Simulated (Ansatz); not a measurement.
## NiMoIrPdW: band structure with PBEsol

NiMoIrPdW:

```xyz
5
Lattice="4.1467 0.0000 0.0000 -2.0734 3.5911 0.0000 0.0000 0.0000 5.4163" Properties=species:S:1:pos:R:3 pbc="T T T"
Ni    0.0000    0.0000    0.1203
Mo    2.0734    1.1970    2.4913
Pd    0.0000    2.3941    4.0406
Ir    0.0000    2.3941    1.3888
W     2.0734    1.1970    5.4155
```

The cell was built by a generator and needn't be a form met in nature.

```json
{
 "Program": "Ansatz 0.2.0",
 "Task": "band structure",
 "Functional": "PBEsol",
 "Potentials or basis": "Ansatz PAW",
 "Cutoff": "420 eV (not typed: the program's choice for these potentials)",
 "k mesh": "7 × 7 × 5",
 "Occupations": "fermi-dirac, width 0.05 eV",
 "Spin": "collinear spin, ferromagnetic start",
 "Starting moments": "[1.0, 1.0, 0.0, 0.6, 0.0] μB",
 "Path": "[[\"G\", \"M\", \"K\", \"G\", \"A\", \"L\", \"H\", \"A\"], [\"L\", \"M\"], [\"K\", \"H\"]]",
 "Points for each segment of the path": "14"
}
```

```json
{"Pressure": "-8.0 GPa", "Largest force": "0.167 eV/Å", "Band gap on the k mesh": "none (metal or under the smearing width)", "Net moment": "0.00 μB per cell", "Absolute moment": "0.00 μB per cell"}
```

Forces in eV/Å, atoms in the order of the input:
```
Ni   0.000  0.000  0.077
Mo   0.000  0.000  0.005
Pd   0.000  0.000  0.097
Ir   0.000  0.000 -0.167
W    0.000  0.000 -0.012
```

Stress tensor (GPa, compression positive):
```
-7.89  0.00  0.00
 0.00 -7.89  0.00
 0.00  0.00 -8.14
```

Levels at the corners of the path, in eV from the Fermi level:
Spin up:
```tsv
point	band 37	band 38	band 39	band 40	band 41	band 42	band 43	band 44
Γ	-1.63	-1.41	-1.41	-0.75	0.80	0.80	2.02	2.02
M	-1.54	-1.26	-0.19	-0.04	0.30	0.83	1.53	1.65
K	-1.35	-1.27	-1.15	-1.04	-0.39	0.49	0.90	1.74
Γ	-1.63	-1.41	-1.41	-0.75	0.80	0.80	2.02	2.02
A	-1.36	-0.50	-0.50	-0.39	0.45	0.72	0.72	1.49
L	-1.83	-1.38	-0.97	-0.78	-0.03	0.63	0.77	1.20
H	-1.96	-1.71	-1.10	-0.33	-0.19	0.50	0.88	1.27
A	-1.36	-0.50	-0.50	-0.39	0.45	0.72	0.72	1.49
L	-1.83	-1.38	-0.97	-0.78	-0.03	0.63	0.77	1.20
M	-1.54	-1.26	-0.19	-0.04	0.30	0.83	1.53	1.65
K	-1.35	-1.27	-1.15	-1.04	-0.39	0.49	0.90	1.74
H	-1.96	-1.71	-1.10	-0.33	-0.19	0.50	0.88	1.27
```
Spin down:
```tsv
point	band 38	band 39	band 40	band 41	band 42	band 43
Γ	-1.41	-1.41	-0.75	0.80	0.80	2.02
M	-1.26	-0.19	-0.04	0.30	0.83	1.53
K	-1.27	-1.15	-1.04	-0.39	0.49	0.90
Γ	-1.41	-1.41	-0.75	0.80	0.80	2.02
A	-0.50	-0.50	-0.39	0.45	0.72	0.72
L	-1.38	-0.97	-0.78	-0.03	0.63	0.77
H	-1.71	-1.10	-0.33	-0.19	0.50	0.88
A	-0.50	-0.50	-0.39	0.45	0.72	0.72
L	-1.38	-0.97	-0.78	-0.03	0.63	0.77
M	-1.26	-0.19	-0.04	0.30	0.83	1.53
K	-1.27	-1.15	-1.04	-0.39	0.49	0.90
H	-1.71	-1.10	-0.33	-0.19	0.50	0.88
```

Wall time 8 s on 8 threads of Intel(R) Xeon(R) 6975P-C (Granite Rapids) (shared host), peak memory 0.96 GiB.

Caveat: spin-orbit coupling is left out, which moves the levels of the heavy elements; the PAW data sets come from PBE, with cores solved anew for the run's functional, which leaves a small shift of forces and pressure; the starting moments weren't kept.
